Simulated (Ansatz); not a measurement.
**W (W (111), 1 layers): how the settings move a single-point run**

Aim: see which settings change the result for W (W (111), 1 layers), by how much, and at what cost.

Program: Ansatz 0.2.0. Level of theory: reference: DFT, r2SCAN, PAW with Ansatz's default frozen-core files, scalar-relativistic. These are calculated values, not measurements.

### Step 1. The system as given

It takes space group P6/mmm (No. 191, hexagonal). Conventional cell: a = 4.481 Å, b = 4.481 Å, c = 16.000 Å, α = 90.00°, β = 90.00°, γ = 120.00°. W (site symmetry 6/mmm) has 6 W at 4.48 Å as nearest neighbours.

Structure file:

```cif
data_structure
_symmetry_space_group_name_H-M 'P 1'
_symmetry_Int_Tables_number 1
_cell_length_a 4.4812
_cell_length_b 4.4812
_cell_length_c 16.0000
_cell_angle_alpha 90.000
_cell_angle_beta 90.000
_cell_angle_gamma 120.000
_cell_volume 278.25
loop_
_atom_site_label
_atom_site_type_symbol
_atom_site_fract_x
_atom_site_fract_y
_atom_site_fract_z
_atom_site_occupancy
W1 W 0.00000 0.00000 0.50000 1
```

### Step 2. The reference run

The input, input.yaml:

```yaml
crystal:
  lattice:
    - [4.4811565986, 0.0, 0.0]
    - [-2.2405782993, 3.8807954527, 0.0]
    - [0.0, 0.0, 16.0]
  atoms:
    - { symbol: W, position: [0.0, 0.0, 0.5] }
kpoints:
  mp_grid: { grid: [9, 9, 1] }
scf:
  occupations: { method: fermi_dirac, width: 0.1 }
hamiltonian:
  xc: r2scan
  pseudopotentials: { kind: paw }
output:
  forces: true
  stress: true
  eigenvalues: true
efield:
  axis: 3
  amplitude: 0.2
  dipole_correction: true
```

Command:

```
$ ansatz run input.yaml --threads 1 --pin off --max-ram 3584MiB --backend cpu --events-out ev --progress --plain --runs-dir out
```

### Step 3. Changed: preconditioner none, ecutwfc 33.1 Ry

input.yaml: that of step 2 with these lines changed.

```diff
@@ -11,2 +11,3 @@
   occupations: { method: fermi_dirac, width: 0.1 }
+  mixing: { preconditioner: none }
 hamiltonian:
@@ -18,2 +19,6 @@
   eigenvalues: true
+  write_density: true
+  write_potential: true
+  elf: true
+  volumetric_format: npy
 efield:
@@ -22 +27,3 @@
   dipole_correction: true
+basis:
+  ecutwfc: "33.1 Ry"
```

Q: Predict the outcome of this session. Wanted: for each run, ending; energy change; gap; force.

As calculated:

```
                                    run     ending  energy change  gap (eV)  force (eV/Å)  cycles  time
                              reference  converged              0      0.00          0.00      15  13 s
1: preconditioner none, ecutwfc 33.1 Ry  converged  +1.9 meV/atom      0.00          0.00      21  51 s
```

Times don't compare one to one where runs were asked for different outputs or read a saved state (see the inputs); cycles may leave out searches for a lower state.

Residual by cycle in the longest SCF loop of each run; runs are numbered as in the table. The quantity is the density residual dr2, in eV.

```
cycle  reference    run 1
    1      0.307    0.307
    2      0.728    0.495
    4     0.0596   0.0478
    5     0.0536   0.0252
    6      0.056   0.0077
    7     0.0524  0.00158
    9     0.0064   1.6e-5
   10    0.00458   6.7e-6
   11     2.0e-4   2.0e-7
   12     4.8e-5   1.0e-7
   14     3.7e-7        -
   15     3.7e-8        -
```

What this shows: Changing the mixing and cutoff moves the energy by +1.9 meV/atom. The log warns that the cutoff is under what these potentials recommend, so the shift is basis error. Its first SCF ended 0.211 eV higher; the search for a lower state found the one reported. Run 1 ran under the cutoff that the potentials recommend, as the log warns, so basis error is mixed into its values.
